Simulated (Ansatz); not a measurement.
The system is Ba2Tl5V3O12.

```
CELL_PARAMETERS angstrom
10.97457 0.00000 0.00000
0.00000 10.97457 0.00000
0.00000 0.00000 6.60400
ATOMIC_POSITIONS crystal
Ba 0.00000 0.50000 0.00000
Ba 0.50000 0.00000 0.00000
V 0.50000 0.50000 0.00000
V 0.50000 0.00000 0.50000
V 0.00000 0.50000 0.50000
Tl 0.50000 0.50000 0.50000
Tl 0.71260 0.28740 0.40228
Tl 0.28740 0.71260 0.40228
Tl 0.71260 0.71260 0.59772
Tl 0.28740 0.28740 0.59772
O 0.41064 0.58936 0.15770
O 0.58936 0.41064 0.15770
O 0.58936 0.58936 0.84230
O 0.41064 0.41064 0.84230
O 0.58661 0.08570 0.33378
O 0.41339 0.08570 0.66622
O 0.58661 0.91430 0.66622
O 0.41339 0.91430 0.33378
O 0.08570 0.58661 0.33378
O 0.08570 0.41339 0.66622
O 0.91430 0.58661 0.66622
O 0.91430 0.41339 0.33378
```

The cell was built by a generator and needn't be a form met in nature.

| Quantity | Value |
| --- | --- |
| Program | Ansatz 0.2.0 |
| Task | relaxation of cell and atoms |
| Functional | r2SCAN |
| Dispersion | rVV10 |
| Potentials or basis | Ansatz PAW |
| Cutoff | 500 eV (not typed: the program's choice for these potentials) |
| k mesh | 2 × 2 × 3 |
| Occupations | fermi-dirac, width 0.05 eV |
| Spin | collinear spin, ferromagnetic start |
| Starting moments | [0.0, 0.0, 2.0, 2.0, 2.0, 0.0, 0.0, 0.0, 0.0, 0.0, 0.0, 0.0, 0.0, 0.0, 0.0, 0.0, 0.0, 0.0, 0.0, 0.0, 0.0, 0.0] μB |

At the start: volume 36.15 Å³/atom.

Where does the relaxation end?

It ends after 7 steps and the volume is 32.09 Å³/atom (-11.2 %); space group P-42m (No. 111, to 0.05 Å); moment 0.00 μB per cell.

The path:
| step | energy change (eV) | largest force (eV/Å) | volume (Å³) |
| --- | --- | --- | --- |
| 1 | 0.0000 | 0.4041 | 795.39 |
| 2 | -0.2393 | 0.2642 | 736.71 |
| 3 | -0.3224 | 0.1470 | 719.38 |
| 4 | -0.3308 | 0.1964 | 698.72 |
| 5 | -0.3489 | 0.0210 | 704.08 |
| 6 | -0.3490 | 0.0033 | 706.03 |
| 7 | -0.3315 | 0.0049 | 706.03 |

Final structure:
```
CELL_PARAMETERS angstrom
10.37235 0.00000 0.00000
0.00000 10.37235 0.00000
0.00000 0.00000 6.56250
ATOMIC_POSITIONS crystal
Ba 0.00000 0.50000 0.00000
Ba 0.50000 0.00000 0.00000
V 0.50000 0.50000 0.00000
V 0.50000 0.00000 0.50000
V 0.00000 0.50000 0.50000
Tl 0.50000 0.50000 0.50000
Tl 0.70939 0.29061 0.44483
Tl 0.29061 0.70939 0.44483
Tl 0.70939 0.70939 0.55517
Tl 0.29061 0.29061 0.55517
O 0.40607 0.59393 0.15851
O 0.59393 0.40607 0.15851
O 0.59393 0.59393 0.84149
O 0.40607 0.40607 0.84149
O 0.59147 0.08967 0.33501
O 0.40853 0.08967 0.66499
O 0.59147 0.91033 0.66499
O 0.40853 0.91033 0.33501
O 0.08967 0.59147 0.33501
O 0.08967 0.40853 0.66499
O 0.91033 0.59147 0.66499
O 0.91033 0.40853 0.33501
```

Caveat: the magnetic or orbital state may not be the lowest; the plane-wave basis is chosen anew once the cell has moved, so the energies of steps on either side of that aren't comparable; the PAW data sets come from PBE, with cores solved anew for the run's functional, which leaves a small shift of forces and pressure; the starting moments weren't kept.
